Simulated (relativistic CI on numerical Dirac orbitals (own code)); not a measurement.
# Mn: the cost of one run

Method: charge-transfer multiplet model of a cubic metal-ligand cluster with up to 2 ligand holes, Slater and spin-orbit integrals from Dirac-Coulomb-Breit ions, Slater integrals scaled by 0.7. Code: relativistic CI on numerical Dirac orbitals (own code) version 3.

## Step 1: The atom as given

| Quantity | Value |
| --- | --- |
| ion | Mn⁶⁺ (Mn VII) |
| nuclear charge | 25 |
| electrons | 19 |
| d electrons | 1 |
| ligand holes at most | 2 |
| parameters | in eV; Veg, Vt2g hoppings, tenDq and tenDqL metal and ligand splittings (negative tenDq: tetrahedral), red the scaling of hopping with a core hole |
| temperature | 20 K |
| widths | Lorentz 0.6 eV, Gauss 0.8 eV |

## Step 2: Delta = 0.1 eV

Settings of the run:

```ini
cluster ion=Mn6+ d1 ligand_holes=2 slater_scale=0.7
Delta=0.1 Udd=6.4 Upd=8.3 tenDq=-0.45 tenDqL=0 Veg=1.9 Vt2g=-3.23 red=0.8
spectrum xps 2p T=20 lorentz=0.6 gauss=0.8
```

Command:

```bash
python run_levels.py task.json out
```

The settings of every run stand in task.json; they run in order.

**Question.** How long does this run take on 1 thread of Intel Xeon 6975P-C, shared host, and how much memory does it need?

About 5.1 s, with a peak of 0.24 GiB.
